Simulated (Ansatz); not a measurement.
# CH5BN2 (SMILES NC1BN1): r2SCAN0/cc-pVDZ

Aim: the electronic atomisation energy of CH5BN2 at r2SCAN0/cc-pVDZ, from 5 runs. 

Program for the calculation: Ansatz 0.2.0.

66 further runs of the same task are left out: 66 set aside as unsound or not needed. Runs told in other sessions of the task aren't counted.

### Step 1. The system as given

The species is CH5BN2 (9 atoms), meant as a singlet with charge 0. SMILES: `NC1BN1`. The shape is that of a PBE0-D4/def2-TZVP optimisation. This is one conformer, not always the lowest.

Bond lengths: N1–C2 1.431 Å, C2–B3 1.561 Å, C2–N4 1.467 Å, B3–N4 1.341 Å, N1–H5 1.010 Å, N1–H6 1.010 Å, C2–H7 1.092 Å, B3–H8 1.184 Å, N4–H9 1.004 Å. Some angles: N1–C2–B3 121.1°, N1–C2–N4 117.3°, B3–C2–N4 52.5°, C2–B3–N4 60.2°, C2–N4–B3 67.4°, N1–C2–H7 115.1°, B3–C2–H7 121.0°, N4–C2–H7 113.6°, C2–N1–H5 112.4°, C2–N1–H6 112.7°.

### Step 2. The energy at r2SCAN0/cc-pVDZ

in.yaml

```yaml
crystal:
  periodic: [false, false, false]
  atoms:
    - {symbol: "N", position_ang: [0.142900, 1.194400, -0.640600]}
    - {symbol: C, position_ang: [-0.364200, -0.077200, -0.222300]}
    - {symbol: B, position_ang: [0.591200, -1.194100, 0.303200]}
    - {symbol: N, position_ang: [-0.130500, -0.469900, 1.171500]}
    - {symbol: H, position_ang: [0.784000, 1.117400, -1.417000]}
    - {symbol: H, position_ang: [-0.589900, 1.842600, -0.892400]}
    - {symbol: H, position_ang: [-1.366400, -0.317200, -0.582700]}
    - {symbol: H, position_ang: [1.414200, -2.039000, 0.194700]}
    - {symbol: H, position_ang: [-0.392800, -0.103200, 2.068300]}
basis:
  gaussian: {orbitals: cc-pVDZ}
total_charge: 0
hamiltonian: {xc: {name: r2SCAN0}}
accuracy: high
output: {orbitals: {seedname: orbitals}}
```

Launch:

```sh
$ ansatz run in.yaml --threads 1 --pin off --max-ram 2610MiB --events-out events.jsonl --progress --plain --runs-dir runs
```

Output:

```text
Warning: RAYON_NUM_THREADS=1 ignored (pool sized by the plan → 1); use --threads N
Functional definition: r2SCAN0
  name "r2SCAN0"
  parameter a = 0.25
  parameter k0 = 0.174
  parameter k1 = 0.065
  parameter a1 = 4.9479
  exchange = (1 - a)*r2scan_x(k0 = k0, k1 = k1, a1 = a1) + a*exact_x
  correlation = r2scan_c
1915 factors; integrals over basis functions are off by at most 3.1e-9 eV
mean field evaluation 1: about -4764.6709 eV, gradient 5.3e1 eV
mean field evaluation 2: about -4761.2936 eV, gradient 6.6e1 eV
mean field evaluation 4: about -4770.6221 eV, gradient 3.0e0 eV
mean field evaluation 8: about -4770.6392 eV, gradient 2.3e-2 eV
mean field evaluation 16: about -4770.6392 eV, gradient 2.8e-6 eV
mean field -4770.63921374 eV, -175.3177574494 hartree, gradient 2.2e-8 eV, S^2 0.000000; 0 other end points of the search recorded, 0 dependent functions left out
reference -4770.63921433 eV, -175.3177574714 hartree; 15, 15 occupied and 66, 66 virtual orbitals, 1915 factors
Total energy: -4770.63921433 eV, -175.3177574714 hartree
```

Run time: 10 s. Hardware: 1 thread of Arm Neoverse V1, shared host; peak memory 0.29 GiB.

### Step 3. The B atom at the same level

in.yaml

```yaml
crystal:
  periodic: [false, false, false]
  atoms:
    - {symbol: B, position_ang: [0.000000, 0.000000, 0.000000]}
basis:
  gaussian: {orbitals: cc-pVDZ}
magnetization: {spin_polarized: true, initial_magnetization: 1}
hamiltonian: {xc: {name: r2SCAN0}}
accuracy: high
```

Run the same way, it converges to -24.63655 Eh (log not shown).

### Step 4. The C atom

molecule.yaml

```yaml
crystal:
  periodic: [false, false, false]
  atoms:
    - {symbol: C, position_ang: [0.000000, 0.000000, 0.000000]}
basis:
  gaussian: {orbitals: cc-pVDZ}
total_charge: 0
magnetization: {spin_polarized: true, initial_magnetization: 2}
hamiltonian: {xc: {name: r2SCAN0}}
accuracy: high
```

Run the same way, it converges to -37.82786 Eh (log not shown).

### Step 5. The H atom at the same level

in.yaml

```yaml
crystal:
  periodic: [false, false, false]
  atoms:
    - symbol: H
      position_ang: [0.000000, 0.000000, 0.000000]
basis:
  gaussian:
    orbitals: cc-pVDZ
magnetization:
  spin_polarized: true
  initial_magnetization: 1
hamiltonian:
  xc: {name: r2SCAN0}
accuracy: high
```

Run the same way, it converges to -0.49923 Eh (log not shown).

### Step 6. The N atom at the same level

in.yaml

```yaml
crystal:
  periodic: [false, false, false]
  atoms:
    - {symbol: N, position_ang: [0.000000, 0.000000, 0.000000]}
basis:
  gaussian: {orbitals: cc-pVDZ}
magnetization: {spin_polarized: true, initial_magnetization: 3}
hamiltonian: {xc: {name: r2SCAN0}}
accuracy: high
```

Run the same way, it converges to -54.56904 Eh (log not shown).

### Step 7. What came out

Level: r2SCAN0/cc-pVDZ.

| quantity | value |
| --- | --- |
| molecule: total energy | -175.31776 Eh |
| molecule: HOMO energy | -6.77 eV |
| molecule: LUMO energy | 0.85 eV |
| molecule: HOMO–LUMO gap | 7.62 eV |
| B atom: total energy | -24.63655 Eh |
| B atom: ⟨S²⟩ | 0.756 |
| C atom: total energy | -37.82786 Eh |
| C atom: ⟨S²⟩ | 2.005 |
| H atom: total energy | -0.49923 Eh |
| H atom: ⟨S²⟩ | 0.750 |
| N atom: total energy | -54.56904 Eh |
| N atom: ⟨S²⟩ | 3.753 |
| electronic atomisation energy | 33.175 eV |

What this shows: Taking the molecule apart into free atoms costs 33.17 eV (765 kcal/mol), before zero-point energy and without spin-orbit coupling.
